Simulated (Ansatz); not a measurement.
# Na3GdBr6: a single-point run

The task is a single-point run on Na3GdBr6. The structure is shown as the input types it.

Program: Ansatz 0.2.0. Level of theory: DFT r2SCAN, scalar-relativistic, plane waves, PAW; settings changed. These are calculated values, not measurements.

1 further run of the same task is left out (set aside as unsound or not needed). Runs told in other sessions of the task aren't counted.

## Step 1: The starting structure

Symmetry: R3, No. 146, trigonal system. The conventional cell has a = 7.354 Å, b = 7.354 Å, c = 19.966 Å, α = 90.00°, β = 90.00°, γ = 120.00°. Br (site symmetry 1) is surrounded by 1 Gd at 2.83 Å and 3 Na at 2.94 to 3.05 Å. Br (site symmetry 1) is surrounded by 1 Gd at 2.85 Å and 3 Na at 2.92 to 3.06 Å. Gd (site symmetry 3) is surrounded by 6 Br at 2.83 to 2.85 Å. Na (site symmetry 3) is surrounded by 6 Br at 2.92 to 3.02 Å. Na (site symmetry 3) is surrounded by 6 Br at 2.92 to 3.05 Å. Na (site symmetry 3) has 6 Br at 2.94 to 3.06 Å in its first shell of neighbours.

Coordinates:

```cif
data_structure
_symmetry_space_group_name_H-M 'R3:H'
_symmetry_Int_Tables_number 146
_cell_length_a 7.3537
_cell_length_b 7.3537
_cell_length_c 19.9660
_cell_angle_alpha 90.000
_cell_angle_beta 90.000
_cell_angle_gamma 120.000
_cell_volume 935.04
loop_
_atom_site_label
_atom_site_type_symbol
_atom_site_symmetry_multiplicity
_atom_site_Wyckoff_symbol
_atom_site_fract_x
_atom_site_fract_y
_atom_site_fract_z
_atom_site_occupancy
Br1 Br 9 b 0.35664 0.99387 0.25592 1
Br2 Br 9 b 0.00193 0.69880 0.08693 1
Gd1 Gd 3 a 0.66667 0.33333 0.33109 1
Na1 Na 3 a 0.66667 0.33333 0.01909 1
Na2 Na 3 a 0.33333 0.66667 0.15727 1
Na3 Na 3 a 0.00000 0.00000 0.19212 1
```

## Step 2: Running it

input.yaml reads:

```yaml
crystal:
  lattice:
    - [3.6768350312, 2.1228216951, 6.6553173825]
    - [-3.6768350312, 2.1228216951, 6.6553173825]
    - [0.0, -4.2456433901, 6.6553173825]
  atoms:
    - { symbol: Br, position: [0.7379459277, 0.1068417577, 0.3874385315] }
    - { symbol: Br, position: [0.1068417577, 0.3874385315, 0.7379459277] }
    - { symbol: Br, position: [0.3874385315, 0.7379459277, 0.1068417577] }
    - { symbol: Br, position: [0.6118705565, 0.2161968103, 0.911143682] }
    - { symbol: Br, position: [0.911143682, 0.6118705565, 0.2161968103] }
    - { symbol: Br, position: [0.2161968103, 0.911143682, 0.6118705565] }
    - { symbol: Gd, position: [0.0022466336, 0.0022466336, 0.0022466336], spin: 7.67 }
    - { symbol: Na, position: [0.314238918, 0.314238918, 0.314238918] }
    - { symbol: Na, position: [0.5093936306, 0.5093936306, 0.5093936306] }
    - { symbol: Na, position: [0.8078825621, 0.8078825621, 0.8078825621] }
basis:
  ecutwfc: 500
kpoints:
  mp_grid: { grid: [6, 6, 6] }
hamiltonian:
  xc: r2scan
scf:
  occupations: { method: gaussian, width: 2.0 }
  lower_state_search: "off"
  max_iter: 75
output:
  forces: true
  eigenvalues: true
  stress: true
magnetization:
  spin_polarized: true
```

Started as:

```sh
$ ansatz run input.yaml --threads 8 --pin off --max-ram 14336MiB --backend cpu --events-out ev --progress --plain --runs-dir out
```

**Question.** How will this run end, and is anything wrong with its input?

This run ends as converged, with warnings (stability check not made). Convergence says nothing about whether the input makes sense.

In the input, scf.occupations.method is gaussian; scf.occupations.width is 2.0. A smearing this wide moves electrons out of filled levels into empty ones.

The cure: use a width of about 0.01 to 0.2 eV.
